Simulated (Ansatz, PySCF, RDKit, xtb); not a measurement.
# Which structure has the formula SiN2S?

Only the formula SiN2S is given. Aim: find the structure of lowest free energy at 298.15 K, then its properties.

The funnel: GFN2-xTB relaxations, single points with a density functional, relaxations at PBE0-D3(BJ)/def2-SVP, harmonic vibrations, and a last energy at a higher level. All values are calculated.

10 further runs of the same task are left out: 10 set aside as unsound or not needed.

## 1. Candidates

All bonding patterns within simple valence rules are listed by program: one Lewis structure each, at most two rings and one unusual centre or charged pair. O–O, O–halogen and N–halogen bonds and N–N–N chains are not drawn. That gives 18 candidates.

c174 [Si]1n2sn21 (triplet); c275 N#[Si]N=S; c292 [S-][N+]1=[Si]=N1; c298 n1n2s[si]1-2; c341 [Si]=S1N=N1 (triplet); c359 N1=[Si]2N=[S@]12; c433 N#SN=[Si] (triplet); c527 N#[Si-]1N=[S+]1; c567 [Si]=S1N=N1; c583 [Si]1n2sn21; c659 [Si]=NN=S (triplet); c676 S=[si]1nn1; c695 N#S1=[Si]=N1; c751 [Si]=NN=S; c813 N#SN=[Si]; c953 N#[Si]S#N; c967 [N-]=[N+]=[Si]=S; c974 N1=[Si]=NS1.

Candidates are built by distance geometry, with a force field where one applies, in up to four conformers (letters a to d). 16 starts with atoms placed at random are added, to find patterns that the rules miss.

**Question.** With final energies at CCSD(T)/def2-TZVPP, which structure will this search put lowest in free energy, and by what margin?

| quantity | value |
| --- | --- |
| lowest structure found | [N-]=[N+]=[Si]=S, triplet, Cs |
| next finalist | S=[si]1nn1, singlet, 9.5 kcal/mol higher in G |
| share at equilibrium, among the finalists | 100.0 % |
| harmonic wavenumbers, lowest and highest (PBE0-D3(BJ)/def2-SVP) | 102 and 2053 cm⁻¹ |
| rotational constants, same geometry | 0.6352, 0.08047, 0.07142 cm⁻¹ |
| dipole moment (PBE0/def2-TZVPD) | 1.69 D |
| HOMO energy (highest over α and β) (PBE0/def2-TZVPD) | -5.96 eV |
| LUMO energy (lowest over α and β) (PBE0/def2-TZVPD) | -4.57 eV |
| lowest excitation (TD-CAM-B3LYP/def2-SVPD) | 1.16 eV (f = 0.000) |
| strongest of the states computed, same level | 3.25 eV (f = 0.081) |
| vertical ionisation energy (to the doublet cation) | 8.05 eV |
| vertical electron affinity | 2.78 eV |
| vertical singlet less triplet | -0.54 eV |

The search ends on `[N-]=[N+]=[Si]=S`. The margin of 9.5 kcal/mol over the next finalist is beyond the usual error of the last level; it says nothing of structures that weren't ranked. HF/STO-3G, r2SCAN-D4/def2-SVP, PBE0-D3(BJ)/def2-SVP and HF/def2-TZVPP already put its bonding pattern lowest among the structures in one piece; MP2/def2-TZVPP favours the singlet S=[si]1nn1. A candidate that fell apart on refinement lay below the next finalist; fragments are not ranked, and their entropy would favour them further. At PBE0 the singlet lies lower at this very geometry, so the spin state of the result is in doubt. The stability test raises a flag; for an open shell a flag towards a general spinor solution can be the free rotation of the spin. Lowest found is not proven lowest: the search is finite, and each finalist counts with one conformer. The lowest isomer need not be the one that is made and kept in a bottle, which depends on barriers.
